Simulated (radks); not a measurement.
**Pd⁴⁺ in [Kr] 4d6: an all-electron calculation**

One table from this session's results is given with a row withheld; the runs are named, their logs left out.

The numbers are computed with radks (a radial shooting solver on a logarithmic mesh, Libxc functionals) version 1 (scalar-relativistic Kohn-Sham, revPBE, spin-unpolarised, spherical densities, finite nucleus), except any that are marked as measured or tabulated.

## What is computed

```
element            : palladium (Z = 46)
charge             : +4
electrons          : 42
configuration      : [Kr] 4d6
nuclear rms radius : 4.5318 fm
```

The outer shells:

Pd⁴⁺
```
[Kr] core
4d [↑↓][↑ ][↑ ][↑ ][↑ ]
```

The first run:

Input:

```text
Z 46
configuration [Kr] 4d6
relativity scalar-relativistic
functional pbe_r,pbe
spin unpolarised
nucleus finite rms 4.5318 fm
c 137.035999084
```

Steps of the session up to this table: Self-consistent calculation.

One table of the session follows, with a row left open; its other results are not shown here.

It belongs to the step «Shells». Sizes of the orbitals, from the radial functions (bohr):

| level | <r> | outermost maximum (interpolated) | 90 % within | nodes |
| --- | --- | --- | --- | --- |
| 1s | 0.03185 | 0.0207 | 0.0571 | 0 |
| 2s | 0.1383 | 0.117 | 0.214 | 1 |
| 2p | 0.1206 | 0.0934 | 0.196 | 0 |
| 3s | 0.3791 | 0.342 | 0.558 | 2 |
| 3p | ? | ? | ? | ? |
| 3d | 0.3574 | 0.282 | 0.566 | 0 |
| 4s | 0.9325 | 0.848 | 1.35 | 3 |
| 4p | 1.013 | 0.902 | 1.49 | 2 |
| 4d | 1.249 | 1.04 | 1.91 | 1 |

Q: Estimate the row for 3p from the others.

The run gave: <r>: 0.3785; outermost maximum (interpolated): 0.335; 90 % within: 0.570; nodes: 1. In the column «<r>» it lies between 3d (0.3574) and 3s (0.3791).

To keep in mind: Spin polarisation and multiplet splitting are left out.
